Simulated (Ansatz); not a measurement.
# ZrSn3O8: the band gap up the ladder of functionals

The task here is to estimate one member of a computed series from the others.

Code: Ansatz 0.2.0. PAW datasets, plane waves. Values at 0 K without nuclear motion; spin polarisation is off, and the phase may be a hypothetical one.

## The cell

The cell was relaxed beforehand with r2SCAN.

It is orthorhombic, Cmmm (No. 65); conventional cell a = 6.759 Å, b = 6.792 Å, c = 6.435 Å, 12.31 Å³ an atom. Zr has 6 O at 2.10 Å; Sn has 6 O at 2.06–2.08 Å; O has 2 Sn at 2.08 Å and 1 Zr at 2.10 Å; O has 2 Sn at 2.06–2.07 Å and 1 Zr at 2.10 Å; Sn has 6 O at 2.07 Å.

Structure file:

```cif
data_structure
_symmetry_space_group_name_H-M 'Cmmm'
_symmetry_Int_Tables_number 65
_cell_length_a 6.7595
_cell_length_b 6.7922
_cell_length_c 6.4350
_cell_angle_alpha 90.000
_cell_angle_beta 90.000
_cell_angle_gamma 90.000
_cell_volume 295.44
loop_
_atom_site_label
_atom_site_type_symbol
_atom_site_symmetry_multiplicity
_atom_site_Wyckoff_symbol
_atom_site_fract_x
_atom_site_fract_y
_atom_site_fract_z
_atom_site_occupancy
Zr1 Zr 2 b 0.00000 0.50000 0.00000 1
Sn1 Sn 4 k 0.00000 0.00000 0.74842 1
O1 O 4 i 0.00000 0.19149 0.00000 1
O2 O 8 o 0.19577 0.50000 0.74697 1
Sn2 Sn 2 c 0.00000 0.50000 0.50000 1
O3 O 4 j 0.00000 0.19535 0.50000 1
```

Set-up of the first run:

Input file input.yaml:

```yaml
crystal:
  lattice:
    - [3.3960895477, -3.3797420369, 0.0]
    - [3.3960895477, 3.3797420369, 0.0]
    - [0.0, 0.0, 6.4349647101]
  atoms:
    - { symbol: Zr, position: [0.5, 0.5, 0.0] }
    - { symbol: Sn, position: [0.0, 0.0, 0.7484220062] }
    - { symbol: O, position: [0.1914936863, 0.1914936863, 0.0] }
    - { symbol: O, position: [0.8085063137, 0.8085063137, 0.0] }
    - { symbol: O, position: [0.6957696817, 0.3042303183, 0.7469728558] }
    - { symbol: O, position: [0.3042303183, 0.6957696817, 0.7469728558] }
    - { symbol: Sn, position: [0.5, 0.5, 0.5] }
    - { symbol: Sn, position: [0.0, 0.0, 0.2515779938] }
    - { symbol: O, position: [0.195347579, 0.195347579, 0.5] }
    - { symbol: O, position: [0.804652421, 0.804652421, 0.5] }
    - { symbol: O, position: [0.6957696817, 0.3042303183, 0.2530271442] }
    - { symbol: O, position: [0.3042303183, 0.6957696817, 0.2530271442] }
kpoints:
  mp_grid: { grid: [6, 6, 4] }
  band_path:
    path:
      - [[0.0, 0.0, 0.0], [0.5, 0.5, 0.0], [0.5024010210961, 0.4975989789039, 0.0]]
      - [[0.4975989789039, -0.4975989789039, 0.0], [0.0, 0.0, 0.0], [0.0, 0.0, 0.5], [0.4975989789039, -0.4975989789039, 0.5]]
      - [[0.5024010210961, 0.4975989789039, 0.5], [0.5, 0.5, 0.5], [0.5, 0.5, 0.0]]
      - [[0.0, 0.0, 0.0], [0.5, -1.630144529501e-17, 0.0], [0.5, -1.630144529501e-17, 0.5], [0.0, 0.0, 0.5], [0.5, 0.5, 0.5]]
    npoints: 10
hamiltonian:
  xc: pbe
scf:
  occupations: { method: fermi_dirac, width: 0.02 }
  n_extra_bands: 7
output:
  forces: true
  stress: true
  eigenvalues: true
  write_density: true
  write_potential: true
  elf: true
  volumetric_format: npy
```

Steps of the session up to this table: PBE bands along the symmetry lines; r2SCAN; HSE06; Single point with PBE+SOC; PBE0 at the same geometry.

One of the session's tables, all rows but one given; the rest of the session is left out.

```
  level  gap (eV)
    PBE      2.09
 r2SCAN         ?
  HSE06      3.78
PBE+SOC      2.09
   PBE0      4.51
```

**Question.** Estimate the row for r2SCAN.

The run gave: gap (eV): 2.73. In the column «gap (eV)» it lies between PBE+SOC (2.09) and HSE06 (3.78).

Meshes: PBE 6×6×4, r2SCAN 6×6×4, HSE06 4×4×2, PBE+SOC 6×6×4, PBE0 4×4×2

In words: The gap runs from 2.09 eV (PBE) to 4.51 eV (PBE0). Against HSE06, PBE is short by 1.69 eV, at 55 % of it, and r2SCAN 72 %. PBE0 lies 0.73 eV above HSE06, which differs from it by screening the long-range exchange.

Caveats from the session: Warnings in the runs' records: stress exchange threshold loose, stress scf threshold loose.
